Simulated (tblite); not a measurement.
# C8H10OSi: the cost of one run

The runs use tblite 0.8.0 and PySCF 2.14.0, with density-fitted response routines of our own; the level of theory stands in each step. All values are computed, except where a source is named. Atoms are numbered from 0 throughout.

## Step 1: Starting geometry

20 atoms, charge 0, multiplicity 1; geometry from: force field or distance geometry start.

Bonds of the start (Å): C0–C1 1.50, C1–C2 1.53, C2–Si3 1.82, Si3–C4 1.81, C4–C5 1.21, C5–C6 1.42, C6–C7 1.22, C7–C8 1.43, C8–O9 1.26, C0–H10 1.09, C0–H11 1.13, C0–H12 1.12, C1–H13 1.11, C1–H14 1.12, C2–H15 1.11, C2–H16 1.12, Si3–H17 1.48, Si3–H18 1.46, C8–H19 1.10.

## Step 2: Geometry optimisation with GFN2-xTB

What the job is given:

```
{"job": {"kind": "relax", "xc": "GFN2-xTB", "basis": "xTB"}, "charge": 0, "multiplicity": 1}
C     -3.062800     1.197300    -1.088800
C     -1.978200     0.740000    -0.164400
C     -2.088400    -0.784200    -0.099000
Si    -0.857400    -1.595200     0.973800
C      0.802100    -0.987200     0.588700
C      1.914900    -0.585900     0.325400
C      3.231500    -0.134800     0.041200
C      4.367200     0.237900    -0.178300
C      5.710600     0.669900    -0.427300
O      5.990300     1.846900    -0.772400
H     -2.775400     1.985400    -1.789400
H     -3.381000     0.304400    -1.699400
H     -3.957900     1.549300    -0.511200
H     -2.224700     1.121600     0.848300
H     -0.967200     1.071700    -0.501400
H     -2.030500    -1.138000    -1.151800
H     -3.113100    -1.038000     0.280400
H     -1.217300    -1.322500     2.381000
H     -0.864700    -3.045600     0.820400
H      6.496800    -0.082300    -0.288600
```

On the command line:

```bash
OMP_NUM_THREADS=1 python probes_run.py task.json out
```

This one command runs all jobs of the session in turn.

Q: Estimate the wall time and peak memory of this first job on 1 thread of Arm Neoverse V1, shared host.

About 1.2 s, with a peak of 0.18 GiB.
